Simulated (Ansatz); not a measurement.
# BH5N2O: the cost of one run

Method: RKS PBE0/def2-SVP, in Ansatz 0.2.0.

**1. The starting structure**

Bond lengths: B1–O2 1.410 Å, O2–H3 1.010 Å, B1–N4 1.550 Å, N4–H5 1.060 Å, N4–H6 1.060 Å, B1–N7 1.550 Å, N7–H8 1.060 Å, N7–H9 1.060 Å. Angles: B1–O2–H3 109.5°, O2–B1–N4 120.0°, O2–B1–N7 120.0°, N4–B1–N7 120.0°, B1–N4–H5 120.0°, B1–N4–H6 120.0°, H5–N4–H6 120.0°, B1–N7–H8 120.0°, B1–N7–H9 120.0°, H8–N7–H9 120.0°.

As a file:

```xyz
9

B     0.0000    0.0000    0.0000
O     0.0000    0.0000    1.4100
H    -0.9095   -0.2814    1.7471
N     1.3423    0.0000   -0.7750
H     1.8089   -0.9179   -1.0268
H     1.7937    0.9179   -1.0532
N    -1.3423    0.0000   -0.7750
H    -2.0112   -0.8164   -0.6764
H    -1.5914    0.8164   -1.4036
```

**2. Relaxing the start**

Contents of input.yaml:

```yaml
crystal:
  periodic: [false, false, false]
  atoms:
    - { symbol: B, position_ang: [0.0, 0.0, 0.0] }
    - { symbol: O, position_ang: [0.0, 0.0, 1.41] }
    - { symbol: H, position_ang: [-0.9095, -0.2814, 1.7471] }
    - { symbol: "N", position_ang: [1.3423, 0.0, -0.775] }
    - { symbol: H, position_ang: [1.8089, -0.9179, -1.0268] }
    - { symbol: H, position_ang: [1.7937, 0.9179, -1.0532] }
    - { symbol: "N", position_ang: [-1.3423, 0.0, -0.775] }
    - { symbol: H, position_ang: [-2.0112, -0.8164, -0.6764] }
    - { symbol: H, position_ang: [-1.5914, 0.8164, -1.4036] }
basis:
  gaussian: { orbitals: def2-SVP }
hamiltonian:
  xc: pbe0
relax:
  f_tol: 0.02
  max_steps: 40
```

Started as:

```console
$ ansatz run input.yaml --threads 2 --pin off --max-ram 3072MiB --backend cpu --events-out ev --progress --plain --runs-dir out
```

Q: Estimate wall time and peak memory on 2 threads of Intel Xeon 6975P-C (Granite Rapids), shared host.

About 11 s, with a peak of 0.16 GiB.
